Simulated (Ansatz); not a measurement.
**ZnNH4+ (SMILES [NH3+][ZnH]): single points off equilibrium**

One table from this session's results is given with a row withheld; the runs are named, their logs left out.

The runs use Ansatz 0.2.0, Gaussian basis; single points in def2-TZVPP.

Cores are frozen in the correlated methods. The 3s and 3p shells of Cu and Zn are frozen; filled d shells are correlated.

## The starting structure

SMILES `[NH3+][ZnH]`, 6 atoms, charge 1, spin multiplicity 1.

Atoms are counted from 1 here; the program's logs count them from 0.

Bond lengths: N1–Zn2 2.068 Å, N1–H3 1.017 Å, N1–H4 1.057 Å, N1–H5 0.977 Å, Zn2–H6 1.522 Å. Angles: Zn2–N1–H3 112.2°, Zn2–N1–H4 109.5°, Zn2–N1–H5 111.4°, H3–N1–H4 106.9°, H3–N1–H5 109.4°, H4–N1–H5 107.2°, N1–Zn2–H6 179.1°.

Coordinates:

```
N    -0.0218   -0.6091   -0.4279
Zn    0.0648    1.1029    0.7291
H     0.8273   -1.1649   -0.3551
H    -0.8185   -1.2193   -0.0964
H    -0.1918   -0.3969   -1.3665
H     0.1472    2.3718    1.5663
```

Set-up of the first run:

run/in.yaml

```yaml
crystal:
  periodic: [false, false, false]
  atoms:
    - {symbol: N, position_ang: [-0.021800, -0.609100, -0.427900]}
    - {symbol: Zn, position_ang: [0.064800, 1.102900, 0.729100]}
    - {symbol: H, position_ang: [0.827300, -1.164900, -0.355100]}
    - {symbol: H, position_ang: [-0.818500, -1.219300, -0.096400]}
    - {symbol: H, position_ang: [-0.191800, -0.396900, -1.366500]}
    - {symbol: H, position_ang: [0.147200, 2.371800, 1.566300]}
basis:
  gaussian: {orbitals: def2-TZVPP}
total_charge: 1
correlation: {method: ccsd_t, frozen_orbitals: {H: 0, "N": 1, Zn: 9}}
output: {forces: true}
```

No record of the launch command was kept for these runs.

Steps of the session up to this table: CCSD(T)/def2-TZVPP; PBE0-D4/def2-TZVPP; wB97M-V/def2-TZVPP; r2SCAN-D4/def2-TZVPP; PBE-D4/def2-TZVPP; r2SCAN0-D4/def2-TZVPP; wB97X-V/def2-TZVPP.

One table of the session follows, with a row left open; its other results are not shown here.

```
    method  RMS force component (eV/Å)  angle to CCSD(T) forces (°)
   CCSD(T)                       0.951                    reference
   PBE0-D4                       0.950                          3.0
   wB97M-V                       0.942                          1.7
 r2SCAN-D4                           ?                            ?
    PBE-D4                       0.972                          8.7
r2SCAN0-D4                       0.944                          6.3
   wB97X-V                       0.966                          1.8
```

Estimate the missing values for r2SCAN-D4.

**Answer.** RMS force component (eV/Å): 0.951; angle to CCSD(T) forces (°): 1.9.
